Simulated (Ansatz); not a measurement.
# CH2SSe: the cost of one run

All numbers below are computed with Ansatz 0.2.0 (RKS B3LYP/def2-SVP).

**1. The starting structure**

Bond lengths: S1–C2 1.426 Å, C2–Se3 1.917 Å, C2–H4 1.095 Å, Se3–H5 1.571 Å. Angles: S1–C2–Se3 120.7°, S1–C2–H4 121.1°, Se3–C2–H4 118.1°, C2–Se3–H5 90.1°.

Coordinates:

```xyz
5

S    -1.1105   -1.2407   -0.5206
C    -0.4217   -0.3161    0.3186
Se    0.1871    1.3656   -0.3727
H    -0.1456   -0.5817    1.3447
H     1.5407    0.6992   -0.8114
```

**2. End point A**

input.yaml reads:

```yaml
crystal:
  periodic: [false, false, false]
  atoms:
    - { symbol: S, position_ang: [-1.1105, -1.2407, -0.5206] }
    - { symbol: C, position_ang: [-0.4217, -0.3161, 0.3186] }
    - { symbol: Se, position_ang: [0.1871, 1.3656, -0.3727] }
    - { symbol: H, position_ang: [-0.1456, -0.5817, 1.3447] }
    - { symbol: H, position_ang: [1.5407, 0.6992, -0.8114] }
basis:
  gaussian: { orbitals: def2-SVP }
hamiltonian:
  xc: b3lyp
relax:
  f_tol: 0.02
  max_steps: 50
```

Run with:

```bash
$ ansatz run input.yaml --threads 1 --pin off --max-ram 2048MiB --backend cpu --events-out ev --progress --plain --runs-dir out
```

Q: Estimate wall time and peak memory on 1 thread of Intel Xeon at 2.70GHz, shared host.

About 60 s, with a peak of 0.16 GiB.
